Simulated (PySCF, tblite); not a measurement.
# C5H11ClOSi: geometry, infrared bands and NMR shifts

Wanted: the infrared bands and NMR shifts of C5H11ClOSi (`CO[Si@@H](Cl)CC1CC1`), by calculation.

Programs: tblite 0.8.0 and PySCF 2.14.0, with density-fitted response routines of our own. Each step states its level of theory. These are calculated values for one molecule in the gas phase, unless marked as measured. Atoms are numbered from 0 throughout.

## 1. Starting geometry

19 atoms, charge 0, multiplicity 1; geometry from: force field or distance geometry start.

Bonds of the start (Å): C0–O1 1.43, O1–Si2 1.67, Si2–Cl3 2.05, Si2–C4 1.88, C4–C5 1.51, C5–C6 1.50, C6–C7 1.51, C7–C5 1.50, C0–H8 1.09, C0–H9 1.09, C0–H10 1.10, Si2–H11 1.48, C4–H12 1.10, C4–H13 1.09, C5–H14 1.08, C6–H15 1.10, C6–H16 1.08, C7–H17 1.10, C7–H18 1.09.

## 2. Optimising the geometry with GFN2-xTB

What the job is given:

```
{"job": {"kind": "relax", "xc": "GFN2-xTB", "basis": "xTB"}, "charge": 0, "multiplicity": 1}
C      3.342900    -0.131300    -0.515200
O      2.054600     0.497800    -0.496400
Si     1.181200     0.427300     0.924700
Cl     2.035000     1.792500     2.186900
C     -0.636200     0.869300     0.695400
C     -1.411500    -0.010800    -0.262400
C     -2.911600    -0.030700    -0.192700
C     -2.116700    -1.236000     0.240200
H      4.029400     0.337000     0.197300
H      3.746900    -0.003700    -1.514100
H      3.254500    -1.205300    -0.316700
H      1.320400    -0.913500     1.542000
H     -0.696800     1.900700     0.321600
H     -1.113300     0.874400     1.670300
H     -0.973600    -0.026300    -1.252700
H     -3.411900     0.546200     0.593800
H     -3.462300    -0.086600    -1.118100
H     -2.144200    -2.117100    -0.410300
H     -2.096700    -1.474500     1.299600
```

Launch:

```bash
OMP_NUM_THREADS=1 python probes_run.py task.json out
```

The driver reads the jobs from task.json and runs them one after another.

**Question.** This job is followed by: GFN2-xTB harmonic vibrations, gas phase; GIAO PBE0/pcSseg-1 NMR shielding, non-relativistic, gas phase. Predict these results of the whole session: strongest single infrared mode (GFN2-xTB); zero-point energy (GFN2-xTB); 13C shifts against TMS (PBE0/pcSseg-1); 1H shifts against TMS (PBE0/pcSseg-1, means over atoms taken as alike); 17O shifts against H2O (PBE0/pcSseg-1); 29Si shifts against TMS (PBE0/pcSseg-1); 35Cl shifts against HCl (PBE0/pcSseg-1); surface potential, 1st and 99th percentile.

As calculated:

| quantity | value |
| --- | --- |
| strongest single infrared mode (GFN2-xTB) | 679 cm⁻¹, 208 km/mol |
| zero-point energy (GFN2-xTB) | 94.3 kcal/mol |
| 13C shifts against TMS (PBE0/pcSseg-1) | 52.6, 29.1, 9.0, 7.1, 7.0 ppm |
| 1H shifts against TMS (PBE0/pcSseg-1, means over atoms taken as alike) | 5.42, 3.92, 1.77, 0.85, 0.53, 0.44, -0.04, -0.09, -0.34 ppm |
| 17O shifts against H2O (PBE0/pcSseg-1) | 33.5 ppm |
| 29Si shifts against TMS (PBE0/pcSseg-1) | -7.1 ppm |
| 35Cl shifts against HCl (PBE0/pcSseg-1) | 27 ppm |
| surface potential, 1st and 99th percentile | -0.91 V and 0.88 V |

Relaxing lowered the energy by 0.200 eV in 84 steps; the close pair that moved most is O1–Si2, from 1.670 to 1.618 Å. All 51 modes are real, so the xTB geometry is a minimum. The strongest single mode, at 679 cm⁻¹, moves mainly H11. GFN2-xTB is a fitted tight-binding method: band positions and strengths are rough. Its intensities can rank the bands wrongly. At PBE0/pcSseg-1: Shielding is most anisotropic at Cl3 (span 184 ppm, paramagnetic term -226 ppm).
